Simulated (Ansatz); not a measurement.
# FeBr4: the cost of one run

Program: Ansatz 0.2.0. Level of theory: DFT PBE, scalar-relativistic, plane waves, PAW, unless a step names another level. These are calculated values, not measurements.

13 further runs of the same task are left out: 4 that didn't finish, 9 set aside as unsound or not needed.

## 1. The formula and the candidates

Pauling electronegativities: Fe 1.83, Br 2.96 (spread 1.13). The formula balances with common oxidation states: Fe +4, Br -1. Tabulated atomic sizes suggest about 28 Å³/atom. 23 candidates were drawn, by swapping species into database cells of other compounds, at random by space group and Wyckoff sites, or by hand, as the table says:

```csv
name,made from,space group no.,Wyckoff sites,atoms (primitive cell),V (Å³/atom)
c01,random,99,Fe 1a; Br 4f,5,32.2
c02,database cell of Hg4Pt,229,Fe 2a; Br 8c,5,28.5
c03,random,216,Fe 4c; Br 16e,5,32.1
c04,random,71,Fe 2b; Br 8l,5,29.0
c05,random,65,"Fe 2b; Br 4e, 4l",5,29.6
c06,random,65,"Fe 2d; Br 4i, 4j",5,33.4
c07,random,187,"Fe 1b; Br 1a, 1c, 1f, 1e",5,29.8
c08,database cell of Ba4Rh,227,Fe 8b; Br 32e,10,39.6
c09,random,166,"Fe 3a; Br 9e, 3b",5,34.2
c10,random,191,"Fe 1a; Br 3f, 1b",5,29.2
c11,database cell of NbF4,139,"Fe 2a; Br 4e, 4c",5,35.8
c12,random,187,"Fe 1e; Br 2h, 1d, 1b",5,35.1
c13,built by hand: SnF4-type layers,139,"Fe 2a; Br 4e, 4c",5,28.3
c14,random,191,Fe 1a; Br 4h,5,34.1
c15,built by hand: SiF4-type molecular tetrahedra,217,Fe 2a; Br 8c,5,28.4
c16,database cell of FeCl4,65,"Fe 2c; Br 4j, 4g",5,29.1
c17,random,65,Fe 2b; Br 8m,5,29.2
c18,random,187,"Fe 1f; Br 3k, 1b",5,28.8
c19,database cell of OsCl4,65,"Fe 2a; Br 4j, 4g",5,26.9
c20,built by hand: Undimerised NbCl4-like straight chains,71,"Fe 2a; Br 4i, 4h",5,28.2
c21,built by hand: FeBr2 layers with intercalated Br2,164,"Fe 1a; Br 2c, 2d",5,28.2
c22,database cell of SO4,216,Fe 4a; Br 16e,5,39.6
c23,database cell of SnI4,215,Fe 1a; Br 4e,5,36.5
```

## 2. Screening run of c01

The input, input.yaml:

```yaml
crystal:
  lattice:
    - [6.05754779, 0.0, 0.0]
    - [0.0, 6.05754779, 0.0]
    - [0.0, 0.0, 4.3926613]
  atoms:
    - { symbol: Fe, position: [0.0, 0.0, 0.67633667], spin: 4.0 }
    - { symbol: Br, position: [0.82359835, 0.5, 0.61586565] }
    - { symbol: Br, position: [0.17640165, 0.5, 0.61586565] }
    - { symbol: Br, position: [0.5, 0.82359835, 0.61586565] }
    - { symbol: Br, position: [0.5, 0.17640165, 0.61586565] }
basis:
  ecutwfc: 420
kpoints:
  mp_grid: { grid: [2, 2, 3] }
hamiltonian:
  xc: pbe
scf:
  occupations: { method: gaussian, width: 0.15 }
  lower_state_search: "off"
output:
  forces: true
  stress: true
  eigenvalues: true
  populations: true
magnetization:
  spin_polarized: true
relax:
  adjacent_minimum: "off"
  f_tol: 0.08
  max_steps: 16
  cell: { stress_tol: 0.8 }
```

Command:

```bash
> ansatz run input.yaml --threads 1 --pin off --max-ram 2560MiB --backend cpu --events-out ev --progress --plain --runs-dir out
```

Q: Estimate wall time and peak memory on 1 thread of Arm Neoverse V2, shared host.

About 49 s, with a peak of 0.4 GiB.
